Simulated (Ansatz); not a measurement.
# BrH7Si4: the cost of one run

Program: the Python package of Ansatz 0.2.0. The levels of theory stand in the script. These are calculated values, not measurements.

### Step 1. The structure

Bond lengths: Br1–Si2 2.203 Å, Si2–Si3 2.280 Å, Si3–Si4 2.288 Å, Si2–Si5 2.280 Å, Si4–Si5 2.288 Å, Si2–H6 1.489 Å, Si3–H7 1.490 Å, Si3–H8 1.489 Å, Si4–H9 1.488 Å, Si4–H10 1.489 Å, Si5–H11 1.490 Å, Si5–H12 1.489 Å. Angles (14 of 24 angles, heavy atoms first): Br1–Si2–Si3 112.7°, Br1–Si2–Si5 112.7°, Si3–Si2–Si5 87.3°, Si2–Si3–Si4 87.0°, Si3–Si4–Si5 87.0°, Si2–Si5–Si4 87.0°, Br1–Si2–H6 111.8°, Si3–Si2–H6 115.1°, Si5–Si2–H6 115.1°, Si2–Si3–H7 112.7°, Si2–Si3–H8 115.3°, Si4–Si3–H7 112.3°, Si4–Si3–H8 114.6°, Si3–Si4–H9 112.7°.

brh7si4.xyz, read by the script:

```xyz
12

Br    2.16010   -2.07420    0.93530
Si    0.92340   -1.11110   -0.61240
Si   -1.27500   -0.97500   -0.02380
Si   -0.76280    1.02080    0.97030
Si    0.98540    1.16510   -0.49820
H     1.18220   -1.68380   -1.96270
H    -2.17420   -0.80610   -1.19930
H    -1.74990   -2.03040    0.91360
H    -0.31710    0.86290    2.38120
H    -1.79850    2.07670    0.79880
H     0.59390    1.81470   -1.78030
H     2.23270    1.74020    0.07770
```

### Step 2. The code

The input, run_methods.py:

```python
from dataclasses import dataclass
from pathlib import Path

import ansatz as az
import numpy as np


@dataclass(frozen=True)
class Settings:
    basis: str = 'def2-SVP'


settings = Settings()

brh7si4 = az.Crystal.molecule_from_extxyz('brh7si4.xyz')

model = brh7si4.calculation().basis(gaussian=settings.basis)

print('functional    E (Ha)        dipole (D)   HOMO (eV)  LUMO (eV)')
for name in ['pbe0', 'blyp', 'hse06', 'lc_wpbe']:
    rep = model.functional(name).forces().orbitals().run(threads=1, runs_dir='runs').report
    lines = Path(rep['orbitals_path']).read_text().splitlines()
    field_of = lambda key: [line.split('=')[1].strip() for line in lines if line.startswith(key)]
    orbitals = [(27.211386 * float(e), s, float(n)) for e, s, n in zip(field_of('Ene='), field_of('Spin='), field_of('Occup='))]
    homo = max(e for e, _, n in orbitals if n > 0.5)
    lumo = min(e for e, _, n in orbitals if n < 0.5)
    dipole = 4.803205 * np.linalg.norm(rep['charge_distribution']['dipole_moment_e_ang'])
    print(f'{name:10s} {rep["free_energy_ev"] / 27.211386246:14.6f} {dipole:9.3f} {homo:11.3f} {lumo:10.3f}')
```

### Step 3. The calls as engine input

The engine receives this input (first run):

```yaml
crystal:
  periodic: [false, false, false]
  atoms:
    - { symbol: Br, position_ang: [2.1601, -2.0742, 0.9353] }
    - { symbol: Si, position_ang: [0.9234, -1.1111, -0.6124] }
    - { symbol: Si, position_ang: [-1.275, -0.975, -0.0238] }
    - { symbol: Si, position_ang: [-0.7628, 1.0208, 0.9703] }
    - { symbol: Si, position_ang: [0.9854, 1.1651, -0.4982] }
    - { symbol: H, position_ang: [1.1822, -1.6838, -1.9627] }
    - { symbol: H, position_ang: [-2.1742, -0.8061, -1.1993] }
    - { symbol: H, position_ang: [-1.7499, -2.0304, 0.9136] }
    - { symbol: H, position_ang: [-0.3171, 0.8629, 2.3812] }
    - { symbol: H, position_ang: [-1.7985, 2.0767, 0.7988] }
    - { symbol: H, position_ang: [0.5939, 1.8147, -1.7803] }
    - { symbol: H, position_ang: [2.2327, 1.7402, 0.0777] }
basis:
  gaussian:
    orbitals: def2-SVP
hamiltonian:
  xc: pbe0
output:
  orbitals: {}
  forces: true
```

### Step 4. Launch

On the command line:

```
$ python run_methods.py
```

**Question.** How long does this script take on 1 thread of Arm Neoverse V2, shared host, and how much memory does it need?

About 41 s, with a peak of 0.48 GiB.
